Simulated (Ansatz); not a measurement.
# CHGeN+ (doublet): from Hartree-Fock to the top rungs, cc-pVDZ

How much of the correlation energy of CHGeN+ (doublet) does each wave-function method recover here?

Computed with Ansatz 0.2.0, Gaussian basis. Level: cc-pVDZ, core rule «outside noble gas», up to 16 orbitals frozen.

The runs, in order: UHF; CCSD(T) on ROHF; CCSD(T) on UHF; BCCD(T) on ROHF; CISD; CCSDT(Q) on ROHF; CCSDT(Q) on UHF; CASSCF and MRCISD+Q, 9 electrons in 9 orbitals; CASSCF and NEVPT2, 9 electrons in 9 orbitals.

23 further runs of the same task are left out: 8 that didn't finish, 15 set aside as unsound or not needed.

### 1 The geometry

The geometry is a PBE0/def2-TZVP stationary point (not a proven minimum) of the parent state, kept for this charge and spin. No spin-orbit coupling is included. The filled d shell of Ge may be among the frozen orbitals whatever the setting's name suggests; the logs give the count.

4 atoms, charge 1, spin multiplicity 2.

Atoms are counted from 1 here; the program's logs count them from 0.

Bond lengths: C1–N2 1.228 Å, C1–Ge3 2.120 Å, N2–Ge3 2.234 Å, N2–H4 1.014 Å. Angles: N2–C1–Ge3 78.8°, C1–N2–Ge3 68.6°, C1–N2–H4 135.3°, Ge3–N2–H4 156.2°, C1–Ge3–N2 32.6°.

### 2 UHF

in.yaml reads:

```yaml
crystal:
  periodic: [false, false, false]
  atoms:
    - {symbol: C, position_ang: [0.000000, -0.784995, 1.378769]}
    - {symbol: N, position_ang: [0.000000, 0.418069, 1.625258]}
    - {symbol: Ge, position_ang: [0.000000, 0.035580, -0.575618]}
    - {symbol: H, position_ang: [0.000000, 0.980237, 2.468801]}
basis:
  gaussian: {orbitals: cc-pVDZ}
total_charge: 1
magnetization: {spin_polarized: true, initial_magnetization: 1}
hamiltonian: {xc: hf}
output: {orbitals: {seedname: orbitals}}
```

Started as:

```bash
> ansatz run in.yaml --threads 1 --pin off --events-out ev --progress --plain --max-ram 2393MiB
```

Further steps of the session: CCSD(T) on ROHF; CCSD(T) on UHF; BCCD(T) on ROHF; CISD; CCSDT(Q) on ROHF; CCSDT(Q) on UHF; CASSCF and MRCISD+Q, 9 electrons in 9 orbitals; CASSCF and NEVPT2, 9 electrons in 9 orbitals.

**Question.** What will the summary of the whole plan be? Wanted: UCCSDT(Q) below the RHF energy; RMP2 from UCCSDT(Q); UMP2 from UCCSDT(Q); RCCSD from UCCSDT(Q); RCCSD(T) from UCCSDT(Q); UCCSD(T) from UCCSDT(Q); RCCSDT(Q) from UCCSDT(Q); MRCISD+Q frontier from UCCSDT(Q); T1 diagnostic.

**Answer**, as computed:

```
                         quantity        value
   UCCSDT(Q) below the RHF energy  -10.3053 eV
              RMP2 from UCCSDT(Q)  +1169.5 meV
              UMP2 from UCCSDT(Q)  +1264.7 meV
             RCCSD from UCCSDT(Q)   +529.5 meV
          RCCSD(T) from UCCSDT(Q)    +73.3 meV
          UCCSD(T) from UCCSDT(Q)    +75.8 meV
         RCCSDT(Q) from UCCSDT(Q)     +5.2 meV
 MRCISD+Q frontier from UCCSDT(Q)    +94.9 meV
levels within 1 kcal/mol (43 meV)    RCCSDT(Q)
                    T1 diagnostic        0.033
```

What this shows: RCCSD(T) lands +73.3 meV from the yardstick (0.7 % of the correlation energy). These misses are within one basis, not against nature; the frozen cores of restricted and unrestricted runs differ, which can shift their rows.
